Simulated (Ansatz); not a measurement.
# BiPd2: the cost of one run

Method: DFT PBE, scalar-relativistic, plane waves, PAW, in Ansatz 0.2.0.

## Step 1: Starting point

It takes space group I4/mmm (No. 139, tetragonal). The conventional cell has a = 3.599 Å, b = 3.599 Å, c = 8.828 Å, α = 90.00°, β = 90.00°, γ = 90.00°. Bi (site symmetry 4/mmm) has 10 Pd at 2.93 to 2.96 Å as nearest neighbours. Pd (site symmetry 4mm) has 5 Pd at 2.91 to 2.95 Å and 5 Bi at 2.93 to 2.96 Å as nearest neighbours.

Structure file:

```
Bi Pd
1.0
    -1.79927    1.79927    4.41382
     1.79927   -1.79927    4.41382
     1.79927    1.79927   -4.41382
Bi Pd
1 2
Direct
  0.00000 0.00000 0.00000
  0.66500 0.66500 0.00000
  0.33500 0.33500 0.00000
```

This is candidate A: MoSi2 (C11b) type (I4/mmm, No. 139).

(A quick probe on a coarse mesh, which set the mesh and smearing, is not shown.)

## Step 3: The relaxation (candidate A)

Input file input.yaml:

```yaml
crystal:
  lattice:
    - [-1.7992659092, 1.7992659092, 4.4138241835]
    - [1.7992659092, -1.7992659092, 4.4138241835]
    - [1.7992659092, 1.7992659092, -4.4138241835]
  atoms:
    - { symbol: Bi, position: [0.0, 0.0, 0.0] }
    - { symbol: Pd, position: [0.665, 0.665, 0.0] }
    - { symbol: Pd, position: [0.335, 0.335, 0.0] }
basis:
  ecutwfc: 420
kpoints:
  mp_grid: { grid: [18, 18, 18] }
hamiltonian:
  xc: pbe
scf:
  occupations: { method: gaussian, width: 0.1 }
output:
  forces: true
  stress: true
  eigenvalues: true
relax:
  adjacent_minimum: "off"
  f_tol: 0.01
  max_steps: 80
  cell: { stress_tol: 0.05 }
```

The run is started by

```
> ansatz run input.yaml --threads 1 --pin off --max-ram 2560MiB --backend cpu --events-out ev --progress --plain --runs-dir out
```

Q: Estimate wall time and peak memory on 1 thread of Arm Neoverse V1, shared host.

About 5.5 min, with a peak of 0.83 GiB.
